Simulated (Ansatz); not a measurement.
**Sr: response to strain**

Sr is deformed so: zz strain of -2 %. What stress and forces result, by LAPW, PAW and all-electron datasets made for the crystal?

Program: Ansatz 0.2.0. Level of theory: DFT LDA, scalar-relativistic. These are calculated values, not measurements.

## 1. The starting structure

It takes space group P6_3/mmc (No. 194, hexagonal). The conventional cell has a = 4.310 Å, b = 4.310 Å, c = 7.050 Å, α = 90.00°, β = 90.00°, γ = 120.00°. Sr (site symmetry -6m2) is surrounded by 12 Sr at 4.31 Å.

Structure file:

```
Sr
1.0
     4.31000    0.00000    0.00000
    -2.15500    3.73257    0.00000
     0.00000    0.00000    7.05000
Sr
2
Direct
  0.33333 0.66667 0.25000
  0.66667 0.33333 0.75000
```

Atoms are numbered in the order of the input: Sr1, Sr2.

## 2. The deformed structure

Space group P6_3/mmc before, P6_3/mmc after.

## 3. LAPW, all electrons

The input, input.yaml:

```yaml
crystal:
  lattice:
    - [4.3100002207, 0.0, 0.0]
    - [-2.1550001104, 3.7325696814, 0.0]
    - [0.0, 0.0, 6.909]
  atoms:
    - { symbol: Sr, position: [0.3333333333, 0.6666666667, 0.25] }
    - { symbol: Sr, position: [0.6666666667, 0.3333333333, 0.75] }
kpoints:
  mp_grid: { grid: [10, 10, 5] }
  band_path:
    path:
      - [0.0, 0.0, 0.0]
      - [0.5, 0.0, 0.0]
      - [0.3333333333, 0.3333333333, 0.0]
      - [0.0, 0.0, 0.0]
      - [0.0, 0.0, 0.5]
      - [0.5, 0.0, 0.5]
      - [0.3333333333, 0.3333333333, 0.5]
      - [0.0, 0.0, 0.5]
      - [0.5, 0.0, 0.5]
    npoints: 5
scf:
  occupations: { method: fermi_dirac, width: 0.08 }
hamiltonian:
  xc: lda
  pseudopotentials: { kind: all_electron, lapw: { basis_error: 0.001 } }
output:
  forces: true
  stress: true
  eigenvalues: true
```

Started as:

```console
$ ansatz run input.yaml --threads 1 --pin off --max-ram 3072MiB --backend cpu --events-out ev --progress --plain --runs-dir out
```

## 4. Frozen-core PAW

The input, input.yaml:

```yaml
crystal:
  lattice:
    - [4.3100002207, 0.0, 0.0]
    - [-2.1550001104, 3.7325696814, 0.0]
    - [0.0, 0.0, 6.909]
  atoms:
    - { symbol: Sr, position: [0.3333333333, 0.6666666667, 0.25] }
    - { symbol: Sr, position: [0.6666666667, 0.3333333333, 0.75] }
kpoints:
  mp_grid: { grid: [10, 10, 5] }
scf:
  occupations: { method: fermi_dirac, width: 0.08 }
hamiltonian:
  xc: lda
  pseudopotentials: { kind: paw }
output:
  forces: true
  stress: true
  eigenvalues: true
  efg: { contact_densities: true }
  write_density: true
  write_potential: true
  elf: true
  volumetric_format: npy
```

## 5. Datasets made for this crystal

Edit input.yaml of step 4 so:

```diff
@@ -14,3 +14,3 @@
   xc: lda
-  pseudopotentials: { kind: paw }
+  pseudopotentials: { kind: all_electron, datasets: crystal }
 output:
@@ -20,5 +20 @@
   efg: { contact_densities: true }
-  write_density: true
-  write_potential: true
-  elf: true
-  volumetric_format: npy
```

(Steps that only read results are left out.)

**Question.** What will these runs give? Wanted: pressure; largest shear or deviatoric stress.

The runs gave:

| quantity | value |
| --- | --- |
| pressure | LAPW -1.38, PAW -1.38, crystal datasets -1.38 GPa |
| largest shear or deviatoric stress (LAPW) | 0.26 GPa |

What this shows: The largest part of the stress beyond the pressure is 0.26 GPa in size, in the zz component; the atoms are carried along and not relaxed. No run of the undeformed cell stands beside it, so the pressure holds what the given cell had before the change. PAW: stress within 0.01 GPa of LAPW. Crystal datasets: stress within 0.01 GPa of LAPW.
